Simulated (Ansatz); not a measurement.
# NbSeN (P4/nmm) in Ansatz: reference runs

Aim: a first look at NbSeN with PBE, on the cell as given and on a disturbed one.

Everything below comes from runs of Ansatz 0.2.0. Logs are shortened: lines on timing, memory, paths and dates and some standing lists are left out, and cuts for length are marked.

## 1. The crystal as given

The structure is tetragonal, space group P4/nmm (No. 129). The conventional cell has a = 3.672 Å, b = 3.672 Å, c = 6.378 Å, α = 90.00°, β = 90.00°, γ = 90.00°. Nb (site symmetry 4mm) is surrounded by 4 N at 2.14 Å. Se (site symmetry 4mm) has 5 Nb at 2.84 to 2.92 Å and 4 Se at 3.00 Å and 4 N at 3.05 Å as nearest neighbours. Around N (site symmetry -4m2) lie 4 Nb at 2.14 Å.

The cell comes from a database or a generator and needn't be the stable form of this composition.

## 2. Single point, PBE

Contents of input.yaml:

```yaml
crystal:
  lattice:
    - [3.672498, 0.0, 0.0]
    - [0.0, 3.672498, 0.0]
    - [0.0, 0.0, 6.378164]
  atoms:
    - { symbol: Nb, position: [0.0, 0.5, 0.826971] }
    - { symbol: Nb, position: [0.5, 0.0, 0.173029] }
    - { symbol: Se, position: [0.0, 0.5, 0.381476] }
    - { symbol: Se, position: [0.5, 0.0, 0.618524] }
    - { symbol: "N", position: [0.0, 0.0, 0.0] }
    - { symbol: "N", position: [0.5, 0.5, 0.0] }
hamiltonian:
  xc: pbe
  pseudopotentials: { kind: paw }
kpoints:
  mp_grid: { grid: [7, 7, 4] }
scf:
  occupations: { method: fermi_dirac, width: 0.05 }
output:
  forces: true
  stress: true
  eigenvalues: true
  write_density: true
  write_potential: true
  elf: true
  volumetric_format: npy
```

Potentials or basis: Ansatz PAW.

The run is started by

```bash
> ansatz run input.yaml --threads 2 --pin off --max-ram 5120MiB --backend cpu --events-out ev --progress --plain --runs-dir out
```

The log of the run:

```text
Warning: RAYON_NUM_THREADS=2 ignored (pool sized by the plan → 2); use --threads N
Engine: ansatz 0.2.0, x86_64-unknown-linux-gnu
Pseudopotentials: kind: paw
Pseudopotential: Nb, paw, valence charge 13, recommended cutoff 420 eV (normal), Nb.paw.azcp
Pseudopotential: Se, paw, valence charge 16, recommended cutoff 420 eV (normal), Se.paw.azcp
Pseudopotential: N, paw, valence charge 5, recommended cutoff 420 eV (normal), N.paw.azcp
Functional definition: PBE
  parameter kappa = 0.804
  parameter beta = 0.06672455060314922
  exchange = pbe_x(kappa = kappa, mu = beta*pi^2/3)
  correlation = pbe_c(beta = beta)
Crystal: 6 atoms, lattice volume = 86.024 Å³
Basis set: ecut = 420 eV, 1701 PW (Γ), exchange–correlation on 50×50×90 points (8 copies of the dense FFT grid, shifted against one another)
Bands: 41, of which v1, the nominal top of the filled ones, is band 34 counted from 1 (33 counted from 0)
Symmetry: 16 space group operations
Space group: P4/nmm (ITA 129), of the structure as read, at distance tolerance 4.4e-5 Å
k-points: 30 of 196
Non-local potential: Nb, projectors of the file, l = 0: 3, l = 1: 2, l = 2: 2, l = 3: 1
Non-local potential: Se, projectors of the file, l = 0: 2, l = 1: 2, l = 2: 3, l = 3: 1
Non-local potential: N, projectors of the file, l = 0: 2, l = 1: 2, l = 2: 1
PAW form: soft (Blöchl's): semilocal exchange-correlation on the pseudo side does not see the compensation charge
PAW one-centre angular grid: Nb, 590 points (default); XC on 64 Gauss nodes
PAW one-centre angular grid: Se, 590 points (default); XC on 64 Gauss nodes
PAW one-centre angular grid: N, 110 points (default); XC on 64 Gauss nodes
Initial density: superposition of atomic densities (neutral atoms: chi_scale 0, normalization atom), corrected by the library's trained network
Initial wavefunctions: pseudopotential atomic-orbital guess
Functional: x = pbe(κ = 0.804, μ = 0.2195149727645171), c = pbe(β = 0.06672455060314922)
SCF iter   1: F=—  HF=-20814.631552 eV  |F-HF|=—  |Δ(HF+E_count)|=         —  Δρ=7.70e-3  dr2=6.49e-2  ethr=1.77e-3  ⟨swp⟩=5.7  Hψ=4780  notcnv=0
preconditioner: auto → Kerker (q_TF=auto, 2.623 Å⁻¹)  [metal: Δε(μ)=0.038 eV  Ē_g=8.306 eV  σ=0.050 eV  W_gap=0.19  n_scr=36 (ndim 8)  ℏωp=22.6 eV  f_vac=0.000  D(μ)=1.21/eV (n_scr^D=2)]
SCF iter   2: F=—  HF=-20814.630575 eV  |F-HF|=—  |Δ(HF+E_count)|=   9.76e-4  Δρ=4.60e-3  dr2=2.89e-2  ethr=9.54e-5  ⟨swp⟩=1.0  Hψ=1470  notcnv=0  defer=1
SCF iter   3: F=—  HF=-20814.629834 eV  |F-HF|=—  |Δ(HF+E_count)|=   7.41e-4  Δρ=8.11e-4  dr2=1.96e-3  ethr=4.25e-5  ⟨swp⟩=2.5  Hψ=1661  notcnv=0  defer=1
SCF iter   4: F=—  HF=-20814.629481 eV  |F-HF|=—  |Δ(HF+E_count)|=   3.53e-4  Δρ=5.49e-4  dr2=4.01e-4  ethr=2.88e-6  ⟨swp⟩=2.0  Hψ=2154  notcnv=0  defer=1
SCF iter   5: F=—  HF=-20814.629439 eV  |F-HF|=—  |Δ(HF+E_count)|=   4.19e-5  Δρ=1.21e-4  dr2=4.08e-5  ethr=5.89e-7  ⟨swp⟩=2.0  Hψ=1527  notcnv=0  defer=1
SCF iter   6: F=—  HF=-20814.629450 eV  |F-HF|=—  |Δ(HF+E_count)|=   1.15e-5  Δρ=4.45e-5  dr2=2.77e-6  ethr=6.00e-8  ⟨swp⟩=2.0  Hψ=1558  notcnv=0  defer=4
SCF iter   7: F=—  HF=-20814.629450 eV  |F-HF|=—  |Δ(HF+E_count)|=   1.26e-7  Δρ=1.07e-5  dr2=1.41e-7  ethr=4.07e-9  ⟨swp⟩=2.0  Hψ=1649  notcnv=0  defer=4
SCF iter   8: F=-20814.629450 eV  HF=-20814.629450 eV  |F-HF|=5.08e-9  |Δ(HF+E_count)|=   1.99e-8  Δρ=2.96e-6  dr2=1.23e-8  ethr=1.47e-10  ⟨swp⟩=9.9  Hψ=7252  notcnv=0
SCF 1 converged in 8 iterations: F = -20814.629450 eV  dr2 = 1.23e-8
SCF converged after 8 iterations
Free energy (F): -20814.629450 eV
Harris-Foulkes:  -20814.629450 eV  (|F-HF|=5.08e-9)
Internal energy: -20814.619764 eV  (E = F + TS)
E sigma→0 (E₀):  -20814.624607 eV
Entropy (-TS):   -0.009686 eV (-1.614 meV/atom)
Fermi energy:    15.132703 eV
--- Per-component energies (eV) ---
  E_band       = -746.965807
  E_kinetic    = 1283.005493
  E_local      = -5717.909330  (includes V_loc(G=0)·N_el)
  E_nonlocal   = -865.149465
  E_hartree    = 2570.672357
  E_xc         = -680.550100
  E_vxc        = -776.348445  (∫ρ·V_xc dr)
  E_paw        = -10221.239622  (= ΣΔE_a)
  E_vpaw       = 188.092287  (= ΣTr[D̂ρ^β])
  E_aug_tail   = -0.000972  (compensation charges beyond the density's cutoff)
  E_ewald      = -7183.448125
  E_smearing   = -0.009686  (= −TS)
  E_closure    = 0.000000  (closes the sum)
  Σ components = -20814.629450   (vs F -20814.629450, Δ=0.00e0)
--- Forces (eV/Å), atoms counted from 1 ---
  atom   1  Nb     0.00000000     0.00000000     0.49769377
  atom   2  Nb    -0.00000000     0.00000000    -0.49769377
  atom   3  Se     0.00000000     0.00000000    -0.06450384
  atom   4  Se     0.00000000     0.00000000     0.06450384
  atom   5  N      0.00000000     0.00000000    -0.00000000
  atom   6  N      0.00000000     0.00000000    -0.00000000
  max |Σ_I F_I| component: 1.11e-16 eV/Å
--- Stress (GPa, compression-positive) ---
       -2.925212       0.000000       0.000000
        0.000000      -2.925212       0.000000
        0.000000       0.000000      -3.465619
  P = ⅓ Tr σ = -3.1053 GPa (-31.053 kbar)
--- Band table (eV; the first three rows and the last of 30) ---
  k-point 0: bands = ["-41.1441", "-41.1134", "-32.9193", "-32.9160", "-32.9138", "-32.9138", "-32.9082", "-32.9082", "-32.8992", "-32.8954", "-32.8908", "-32.8897", "-17.3322", "-17.1754", "-17.1754", "-17.1148", "-17.0710", "-17.0710", "-1.0343", "0.8814", "1.3600", "2.5545", "9.1655", "9.1655", "9.4709", "9.8175", "11.2269", "11.4489", "11.4489", "12.3231", "12.3231", "12.6483", "14.7518", "15.4751", "15.4751", "15.8399", "16.1296", "16.4610", "17.5863", "18.5302", "18.5302"]
  k-point 1: bands = ["-41.1440", "-41.1135", "-32.9194", "-32.9160", "-32.9138", "-32.9138", "-32.9082", "-32.9082", "-32.8992", "-32.8954", "-32.8908", "-32.8897", "-17.3283", "-17.1749", "-17.1749", "-17.1189", "-17.0715", "-17.0715", "-0.8612", "0.4600", "1.3606", "2.9298", "8.6206", "9.1861", "9.1861", "9.7953", "11.1035", "11.1035", "11.9239", "12.9332", "12.9332", "13.0595", "14.7712", "15.1075", "15.1075", "15.8101", "16.3220", "16.4021", "17.5136", "18.6904", "18.6904"]
  k-point 2: bands = ["-41.1440", "-41.1136", "-32.9194", "-32.9160", "-32.9138", "-32.9138", "-32.9082", "-32.9082", "-32.8992", "-32.8954", "-32.8908", "-32.8897", "-17.3244", "-17.1745", "-17.1745", "-17.1232", "-17.0719", "-17.0719", "-0.5419", "-0.0393", "1.3612", "3.2568", "8.0332", "9.2088", "9.2088", "9.7735", "10.8882", "10.8882", "12.1591", "13.6506", "13.6506", "13.8497", "14.4996", "14.4996", "14.7916", "15.6955", "15.7794", "16.7732", "18.0192", "18.8529", "18.9878"]
  k-point 29: bands = ["-41.1191", "-41.1176", "-32.9173", "-32.9172", "-32.9146", "-32.9143", "-32.9082", "-32.9078", "-32.8950", "-32.8945", "-32.8918", "-32.8915", "-17.3372", "-17.3314", "-17.1996", "-17.1865", "-17.1378", "-17.1306", "0.9676", "1.0656", "1.9069", "2.0896", "7.9050", "8.3493", "8.6404", "9.2274", "11.8773", "11.9319", "11.9364", "11.9832", "12.6380", "12.8220", "12.8359", "12.9430", "16.4239", "16.5780", "17.1824", "17.2080", "17.4614", "17.6615", "18.2989"]
```

It took 5.2 s on 2 threads of Intel Xeon at 2.50GHz (Skylake/Cascade Lake), shared host; peak memory 0.45 GiB.

What came out:

| Item | Value |
| --- | --- |
| Free energy | -20814.6295 eV |
| Pressure | -3.1 GPa |
| Largest force | 0.498 eV/Å |
| Band gap on the k mesh | none (metal or under the smearing width) |

Forces in eV/Å, atoms in the order of the input:
```
Nb   0.000  0.000  0.498
Nb   0.000  0.000 -0.498
Se   0.000  0.000 -0.065
Se   0.000  0.000  0.065
N    0.000  0.000  0.000
N    0.000  0.000  0.000
```

## 3. Single point, PBE (atoms moved at random, drawn with an rms of 0.05 Å)

Contents of input.yaml:

```yaml
crystal:
  lattice:
    - [3.672498, 0.0, 0.0]
    - [0.0, 3.672498, 0.0]
    - [0.0, 0.0, 6.378164]
  atoms:
    - { symbol: Nb, position: [-0.00513, 0.508829, 0.824985] }
    - { symbol: Nb, position: [0.504088, 0.009349, 0.171198] }
    - { symbol: Se, position: [0.002839, 0.500473, 0.381683] }
    - { symbol: Se, position: [0.497543, 0.005653, 0.626064] }
    - { symbol: "N", position: [0.005574, 0.004181, 0.003939] }
    - { symbol: "N", position: [0.505608, 0.506402, 0.007272] }
hamiltonian:
  xc: pbe
  pseudopotentials: { kind: paw }
kpoints:
  mp_grid: { grid: [7, 7, 4] }
scf:
  occupations: { method: fermi_dirac, width: 0.05 }
output:
  forces: true
  stress: true
  eigenvalues: true
  write_density: true
  write_potential: true
  elf: true
  volumetric_format: npy
```

Potentials or basis: Ansatz PAW.

The run is started by

```bash
> ansatz run input.yaml --threads 2 --pin off --max-ram 5120MiB --backend cpu --events-out ev --progress --plain --runs-dir out
```

Run time: 34 s. Hardware: 2 threads of Intel Xeon at 2.50GHz (Skylake/Cascade Lake), shared host; peak memory 0.55 GiB.

The run converged. Its results:

| Property | Result |
| --- | --- |
| Free energy | -20814.6001 eV |
| Pressure | -2.8 GPa |
| Largest force | 0.878 eV/Å |
| Band gap on the k mesh | none (metal or under the smearing width) |

Forces on the atoms (eV/Å):
```
Nb   0.330 -0.159  0.798
Nb   0.046 -0.167 -0.207
Se  -0.078  0.130  0.192
Se   0.026 -0.038 -0.220
N   -0.135  0.172 -0.180
N   -0.190  0.061 -0.383
```

Stress tensor (GPa, compression positive):
```
-3.09  0.04 -0.16
 0.04 -2.77 -0.16
-0.16 -0.16 -2.63
```

Levels at points of the mesh, in eV from the Fermi level:
```csv
k point,band 30,band 31,band 32,band 33,band 34,band 35,band 36,band 37,band 38,band 39
"(0.00, 0.00, 0.00)",-2.82,-2.79,-2.28,-0.38,0.30,0.34,0.71,1.00,1.32,2.41
"(0.00, 0.00, -0.50)",-1.45,-1.40,-1.26,-0.70,-0.68,-0.32,0.59,0.65,1.61,2.91
```
